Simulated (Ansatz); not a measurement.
# Si: a tetragonal deformation path

One table from this session's results is given with a row withheld; the runs are named, their logs left out.

Computed with Ansatz 0.2.0 (DFT r2SCAN, scalar-relativistic, plane waves, PAW, unless a step's input says otherwise).

## Starting point

It takes space group I4_1/amd (No. 141, tetragonal). The conventional cell has a = 4.743 Å, b = 4.743 Å, c = 2.659 Å, α = 90.00°, β = 90.00°, γ = 90.00°. Around Si (site symmetry -4m2) lie 6 Si at 2.46 to 2.66 Å.

Structure file:

```cif
data_structure
_symmetry_space_group_name_H-M 'P 1'
_symmetry_Int_Tables_number 1
_cell_length_a 3.6075
_cell_length_b 3.6075
_cell_length_c 3.6075
_cell_angle_alpha 97.803
_cell_angle_beta 97.803
_cell_angle_gamma 136.757
_cell_volume 29.90
loop_
_atom_site_label
_atom_site_type_symbol
_atom_site_fract_x
_atom_site_fract_y
_atom_site_fract_z
_atom_site_occupancy
Si1 Si 0.25000 0.75000 0.50000 1
Si2 Si 0.50000 0.50000 0.00000 1
```

It goes back to an entry of the Materials Project, which need not be the stable form.

The cell is taken as given, not relaxed at this level.

## The reference cell

The reference gives a free energy of -1277.2778 eV, pressure 2.50 GPa, largest force 0.000 eV/Å and gap on the mesh none (metal). It was computed beforehand with the settings of the runs below.

Set-up of the first run:

At fixed volume and fractional coordinates, lengths along (0.000, 0.000, 1.000) are scaled against those across it; ρ is that ratio over its starting value.

input.yaml

```yaml
crystal:
  lattice:
    - [-2.5033799418, 2.5033799418, 1.1927725823]
    - [2.5033799418, -2.5033799418, 1.1927725823]
    - [2.5033799418, 2.5033799418, -1.1927725823]
  atoms:
    - { symbol: Si, position: [0.25, 0.75, 0.5] }
    - { symbol: Si, position: [0.5, 0.5, 0.0] }
basis:
  ecutwfc: 500
kpoints:
  mp_grid: { grid: [22, 22, 22] }
hamiltonian:
  xc: r2scan
scf:
  occupations: { method: gaussian, width: 0.15 }
output:
  forces: true
  stress: true
  eigenvalues: true
```

Command:

```sh
$ ansatz run input.yaml --threads 1 --pin off --max-ram 2560MiB --backend cpu --events-out ev --progress --plain --runs-dir out
```

Among the steps run: Point ρ = 0.850; ρ = 1.200; ρ = 0.920; Point ρ = 1.100; ρ = 0.960; Point ρ = 1.050; At ρ = 0.800; At ρ = 1.300.

One table of the session follows, with a row left open; its other results are not shown here.

It belongs to the step «The scan collected». 

| ρ | ΔE (meV/atom) | pressure (GPa) |
| --- | --- | --- |
| 0.800 | 207.0 | 8.0 |
| 0.850 | 89.9 | 4.3 |
| 0.920 | 14.7 | 2.2 |
| 0.960 | ? | ? |
| 1.000 | 0.0 | 2.5 |
| 1.050 | 11.1 | 3.7 |
| 1.100 | 33.8 | 5.5 |
| 1.200 | 102.7 | 10.7 |
| 1.300 | 179.7 | 16.3 |

Q: Estimate the row for ρ = 0.960 from the others.

Worked estimate for «ΔE (meV/atom)». A straight line through the neighbours (0.920, 14.7) and (1.000, 0.0) gives 14.7 + (0.0 − 14.7) × (0.960 − 0.920) / (1.000 − 0.920) = 7.4; a parabola fitted to 4 rows on both sides gives -0.8.

As computed: ΔE (meV/atom): 0.3; pressure (GPa): 2.1. In «ΔE (meV/atom)» the line misses by +7.1 and the parabola by -1.1.
